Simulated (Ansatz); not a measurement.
# F3PSi: the cost of one run

Computed with Ansatz 0.2.0 (DFT B3LYP, Gaussian basis 6-31g*, and further levels as typed in the inputs, unless a step's input says otherwise).

### Step 1. The structure to begin with

Bond lengths: Si1–P2 2.118 Å, Si1–F3 1.597 Å, Si1–F4 1.599 Å, P2–F5 1.645 Å. Angles: Si1–P2–F5 98.6°, P2–Si1–F3 130.5°, P2–Si1–F4 121.3°, F3–Si1–F4 108.1°.

Coordinates:

```xyz
5

Si    0.0370    0.0021   -0.0094
P    -0.0372    0.0078    2.1075
F     1.2863   -0.0105   -1.0041
F    -1.2983    0.0109   -0.8882
F     1.5796   -0.0047    2.4098
```

### Step 2. Harmonic vibrations: F3PSi

It takes the final geometry of an earlier run.

File input.yaml:

```yaml
crystal:
  periodic: [false, false, false]
  atoms:
    - { symbol: Si, position_ang: [0.03697202, 0.00213133, -0.00937018] }
    - { symbol: P, position_ang: [-0.03723629, 0.0077665, 2.10746331] }
    - { symbol: F, position_ang: [1.28625987, -0.01046669, -1.00407452] }
    - { symbol: F, position_ang: [-1.29834894, 0.01094863, -0.88817026] }
    - { symbol: F, position_ang: [1.57959634, -0.00467578, 2.40978166] }
basis:
  gaussian: { orbitals: "6-31g*" }
hamiltonian:
  xc: { name: B3LYP }
phonons: {}
```

Started as:

```sh
ansatz run input.yaml --threads 4 --pin off --max-ram 8192MiB --backend cpu --events-out ev --progress --plain --runs-dir out
```

**Question.** How long does this run take on 4 threads of Intel Xeon 6975P-C (Granite Rapids), shared host, and how much memory does it need?

About 13 s, with a peak of 0.17 GiB.
